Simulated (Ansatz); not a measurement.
# Ni (Nickel): the cost of one run

Method: DFT r²SCAN, scalar-relativistic, plane waves, PAW (the target; the first runs use scalar-relativistic PBE), in Ansatz 0.2.0.

**1. Starting point**

It takes space group Fm-3m (No. 225, cubic). The conventional cell has a = 3.524 Å, b = 3.524 Å, c = 3.524 Å, α = 90.00°, β = 90.00°, γ = 90.00°. Ni (site symmetry m-3m) is surrounded by 12 Ni at 2.49 Å.

As a file:

```cif
data_structure
_symmetry_space_group_name_H-M 'Fm-3m'
_symmetry_Int_Tables_number 225
_cell_length_a 3.5239
_cell_length_b 3.5239
_cell_length_c 3.5239
_cell_angle_alpha 90.000
_cell_angle_beta 90.000
_cell_angle_gamma 90.000
_cell_volume 43.76
loop_
_atom_site_label
_atom_site_type_symbol
_atom_site_symmetry_multiplicity
_atom_site_Wyckoff_symbol
_atom_site_fract_x
_atom_site_fract_y
_atom_site_fract_z
_atom_site_occupancy
Ni1 Ni 4 a 0.00000 0.00000 0.00000 1
```

Starting moments: Ni 0.80 μB.

**2. The first run (PBE, 10×10×10 mesh)**

The input, input.yaml:

```yaml
crystal:
  lattice:
    - [0.0, 1.761935, 1.761935]
    - [1.761935, 0.0, 1.761935]
    - [1.761935, 1.761935, 0.0]
  atoms:
    - { symbol: Ni, position: [0.0, 0.0, 0.0], spin: 0.8 }
basis:
  ecutwfc: 420
  ecutrho_ratio: 4
kpoints:
  mp_grid: { grid: [10, 10, 10] }
hamiltonian:
  xc: pbe
scf:
  occupations: { method: gaussian, width: 0.05 }
output:
  forces: true
  stress: true
  eigenvalues: true
  populations: true
magnetization:
  spin_polarized: true
```

Started as:

```console
> ansatz run input.yaml --threads 1 --pin off --max-ram 2560MiB --backend cpu --events-out ev --progress --plain --runs-dir out
```

Q: Estimate wall time and peak memory on 1 thread of Intel Xeon Platinum 8259CL at 2.50GHz (Skylake/Cascade Lake), shared host.

About 3.1 s, with a peak of 0.4 GiB.
